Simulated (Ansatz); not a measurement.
Consider an atomisation energy of HMgS, SMILES [Mg][SH] (Ansatz 0.2.0 through its Python package).

Script `hmgs.py`:
```python
from collections import Counter

import ansatz as az

BASIS = "cc-pVDZ"
METHOD = "CCSD(T)"


def total_energy(molecule, charge=0, unpaired=0):
    calc = molecule.calculation().basis(gaussian=BASIS).correlation(METHOD)
    if charge:
        calc = calc.charge(charge)
    if unpaired:
        calc = calc.spin("collinear", total=unpaired)
    return calc.run().report["free_energy_ev"]

geometry_ang = [
    ("Mg", (1.477, -0.6239, 0.7321)),
    ("S", (-0.7153, -0.4228, -0.4345)),
    ("H", (-0.7726, 0.982, -0.3109)),
]
geometry = az.Crystal.molecule()
for symbol, xyz in geometry_ang:
    geometry = geometry.atom(symbol, xyz)

unpaired = {"Mg": 0, "S": 2, "H": 1}
counts = Counter(site.symbol for site in geometry.cartesian_sites)
atom_energy = {s: total_energy(az.Crystal.molecule().atom(s, (0, 0, 0)), 0, unpaired[s]) for s in counts}
whole = total_energy(geometry, 0, 1)
for s, e in atom_energy.items():
    print(f"{s:2s} x{counts[s]}  {e:14.5f} eV")
print(f"HMgS: {whole:.5f} eV")
split = sum(counts[s] * e for s, e in atom_energy.items()) - whole
print(f"atomisation energy (no zero-point term): {96.485332 * split:.1f} kJ/mol, {split / sum(counts.values()):.3f} eV an atom")
```

What does it cost to take this molecule apart into atoms?

485.0 kJ/mol from the electronic energies, without the zero-point term.

The output:

```console
$ python hmgs.py
Mg x1     -5432.61079 eV
S  x1    -10819.26220 eV
H  x1       -13.58606 eV
HMgS: -16270.48526 eV
atomisation energy (no zero-point term): 485.0 kJ/mol, 1.675 eV an atom
```

Notes:
- Total energies depend on the basis set; only differences at equal settings carry meaning.
- The geometry is a force-field or estimated start, not a minimum of this method, and the basis set is short of its limit. All parts are taken at fixed geometry, without zero-point energy.
- The species is open-shell (spin multiplicity 2).
- In double-zeta sets correlated atomisation energies come out some 10 to 15 % low.
- For Al to Cl the sets with a tight d function, cc-pV(X+d)Z, are usual.
- Run time: 2.3 s on 1 thread of Arm Neoverse V2, with other jobs on the host, peak memory 0.17 GiB.
